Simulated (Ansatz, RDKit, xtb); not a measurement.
**C3H2N2OS: ranking a sample of isomers**

Which of a sample of isomers of C3H2N2OS is the most stable in the gas at 298.15 K, and what are its properties? The sample is small against all isomers, and the most stable one of this formula need not be in it.

Plan: many cheap relaxations first (GFN2-xTB), then density-functional screening, relaxation at B3LYP-D3(BJ)/def2-SVP, vibrations (at GFN2-xTB) and a final energy. The numbers are computed, not measured.

## (1) Possible bonding patterns

Isomers were taken from a list of plausible structures; this is a sample, not all of them. That gives 4 candidates.

| label | SMILES | spin |
| --- | --- | --- |
| c202 | O=Cc1ncns1 | singlet |
| c217 | O=Cc1ncsn1 | singlet |
| c260 | O=Cc1nncs1 | singlet |
| c757 | O=Cc1cnsn1 | singlet |

Candidates are built by distance geometry, with a force field where one applies, in up to four conformers (letters a to d).

Q: Predict the outcome of this search (final energies at CCSD(T)/def2-SVP + MP2/def2-TZVPP - MP2/def2-SVP).

| quantity | value |
| --- | --- |
| lowest structure found | O=Cc1ncns1, singlet |
| next finalist | O=Cc1ncsn1, singlet, 1.8 kcal/mol higher in G |
| share at equilibrium, among the finalists | 93.6 % |

The lowest structure found is `O=Cc1ncns1`. The margin, 1.8 kcal/mol, is modest. GFN2-xTB, r2SCAN-D4/def2-SVP, B3LYP-D3(BJ)/def2-SVP, HF/def2-SVP and MP2/def2-SVP already put its bonding pattern lowest among the structures in one piece; HF/STO-3G favours the singlet O=Cc1ncsn1 (c217b, not a finalist). The search is not exhaustive (a finite list of starts, one conformer a finalist), so a lower isomer can't be ruled out. Only 4 drawn patterns were tried, so whole families of isomers are missing, and the result ranks this sample alone.
